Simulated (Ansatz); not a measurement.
**CH6GaN (SMILES [CH3][GaH][NH2]) at HSE06/6-31G(d) (spherical functions)**

What is the electronic atomisation energy of CH6GaN at HSE06/6-31G* (spherical functions)? 

The results are computed with Ansatz 0.2.0.

65 further runs of the same task are left out: 1 that didn't finish, 64 set aside as unsound or not needed.

## 1. Starting point

The species is CH6GaN (9 atoms), meant as a singlet with charge 0. As SMILES, `[CH3][GaH][NH2]`. The shape is that of a PBE0-D4/def2-TZVP optimisation.

Bond lengths: C1–Ga2 1.962 Å, Ga2–N3 1.819 Å, C1–H4 1.093 Å, C1–H5 1.093 Å, C1–H6 1.091 Å, Ga2–H7 1.566 Å, N3–H8 1.006 Å, N3–H9 1.006 Å. Some angles: C1–Ga2–N3 118.1°, C1–Ga2–H7 126.4°, N3–Ga2–H7 115.5°, Ga2–C1–H4 110.4°, Ga2–C1–H5 110.5°, Ga2–C1–H6 111.7°, Ga2–N3–H8 124.0°, Ga2–N3–H9 124.3°, H4–C1–H5 107.2°, H4–C1–H6 108.5°.

## 2. The energy at HSE06/6-31G(d) (spherical functions)

run.yaml reads:

```yaml
crystal:
  periodic: [false, false, false]
  atoms:
    - {symbol: C, position_ang: [-0.279100, 0.944700, -1.124800]}
    - {symbol: Ga, position_ang: [0.513400, -0.531900, -0.104400]}
    - {symbol: N, position_ang: [-0.068200, -0.807600, 1.596800]}
    - {symbol: H, position_ang: [-0.756000, 0.568300, -2.033100]}
    - {symbol: H, position_ang: [0.493400, 1.652200, -1.435600]}
    - {symbol: H, position_ang: [-1.026300, 1.483500, -0.540100]}
    - {symbol: H, position_ang: [1.617900, -1.521300, -0.608700]}
    - {symbol: H, position_ang: [0.276500, -1.536600, 2.197700]}
    - {symbol: H, position_ang: [-0.771600, -0.251300, 2.052200]}
basis:
  gaussian: {orbitals: 6-31G_st_-spherical.json}
hamiltonian: {xc: hse06}
accuracy: high
output: {orbitals: {seedname: orbitals}}
```

The basis set 6-31G* is read from a file made from the Basis Set Exchange's data (not shown).

Run with:

```console
$ ansatz run run.yaml --threads 1 --pin off --max-ram 3480MiB --events-out events.jsonl --progress --plain --runs-dir runs
```

The program printed:

```text
Warning: RAYON_NUM_THREADS=1 ignored (pool sized by the plan → 1); use --threads N
Functional definition: HSE06
  name "HSE06"
  parameter a = 0.25
  parameter omega = 0.11/bohr
  exchange = pbe_x - a*pbe_x_sr(omega) + a*exact_x_sr(omega)
  correlation = pbe_c
1652 factors; integrals over basis functions are off by at most 4.7e-9 eV
99 factors; integrals over basis functions are off by at most 1.4e-9 eV
mean field evaluation 1: about -54975.0629 eV, gradient 6.9e1 eV
mean field evaluation 2: about -54950.0948 eV, gradient 1.1e2 eV
mean field evaluation 4: about -54984.9627 eV, gradient 7.4e0 eV
mean field evaluation 8: about -54985.2633 eV, gradient 1.8e-1 eV
mean field evaluation 16: about -54985.2634 eV, gradient 8.6e-6 eV
mean field -54985.26337574 eV, -2020.6711587082 hartree, gradient 5.4e-8 eV, S^2 0.000000; 0 other end points of the search recorded, 0 dependent functions left out
reference -54985.26338034 eV, -2020.6711588772 hartree; 25, 25 occupied and 47, 47 virtual orbitals, 1652 factors
Total energy: -54985.26338034 eV, -2020.6711588772 hartree
```

It took 7.5 s on 1 thread of Arm Neoverse V1, shared host; peak memory 0.24 GiB.

## 3. The C atom

molecule.yaml reads:

```yaml
crystal:
  periodic: [false, false, false]
  atoms:
    - {symbol: C, position_ang: [0.000000, 0.000000, 0.000000]}
basis:
  gaussian: {orbitals: 6-31G_st_-spherical.json}
accuracy: high
magnetization: {spin_polarized: true, initial_magnetization: 2}
hamiltonian: {xc: {name: HSE06}}
```

The basis set 6-31G* is read from a file made from the Basis Set Exchange's data (not shown).

Run the same way, it converges to -37.79014 Eh (log not shown).

## 4. The Ga atom, same level

input.yaml reads:

```yaml
crystal:
  periodic: [false, false, false]
  atoms:
    - symbol: Ga
      position_ang: [0.000000, 0.000000, 0.000000]
basis:
  gaussian:
    orbitals: 6-31G_st_-spherical.json
magnetization:
  spin_polarized: true
  initial_magnetization: 1
hamiltonian:
  xc: hse06
accuracy: high
```

The basis set 6-31G* is read from a file made from the Basis Set Exchange's data (not shown).

Run the same way, it converges to -1924.27921 Eh (log not shown).

## 5. The H atom, same level

input.yaml reads:

```yaml
crystal:
  periodic: [false, false, false]
  atoms:
    - {symbol: H, position_ang: [0.000000, 0.000000, 0.000000]}
basis:
  gaussian:
    orbitals: "6-31G*"
hamiltonian:
  xc: {name: HSE06}
accuracy: high
magnetization:
  spin_polarized: true
  initial_magnetization: 1
```

Run the same way, it converges to -0.49883 Eh (log not shown).

## 6. The N atom, same level

in.yaml reads:

```yaml
crystal:
  periodic: [false, false, false]
  atoms:
    - symbol: N
      position_ang: [0.000000, 0.000000, 0.000000]
basis:
  gaussian:
    orbitals: 6-31G_st_-spherical.json
magnetization:
  spin_polarized: true
  initial_magnetization: 3
hamiltonian:
  xc: {name: HSE06}
accuracy: high
```

The basis set 6-31G* is read from a file made from the Basis Set Exchange's data (not shown).

Run the same way, it converges to -54.52171 Eh (log not shown).

## 7. Summary of results

Level: HSE06/6-31G* (spherical functions).

```
                     quantity           value
       molecule: total energy  -2020.67116 Eh
        molecule: HOMO energy        -6.53 eV
        molecule: LUMO energy        -0.48 eV
      molecule: HOMO–LUMO gap         6.05 eV
         C atom: total energy    -37.79014 Eh
                 C atom: ⟨S²⟩           2.002
        Ga atom: total energy  -1924.27921 Eh
                Ga atom: ⟨S²⟩           0.753
         H atom: total energy     -0.49883 Eh
                 H atom: ⟨S²⟩           0.750
         N atom: total energy    -54.52171 Eh
                 N atom: ⟨S²⟩           3.752
electronic atomisation energy       29.582 eV
```

What this shows: Taking the molecule apart into free atoms costs 29.58 eV (682 kcal/mol), before zero-point energy and without spin-orbit coupling.
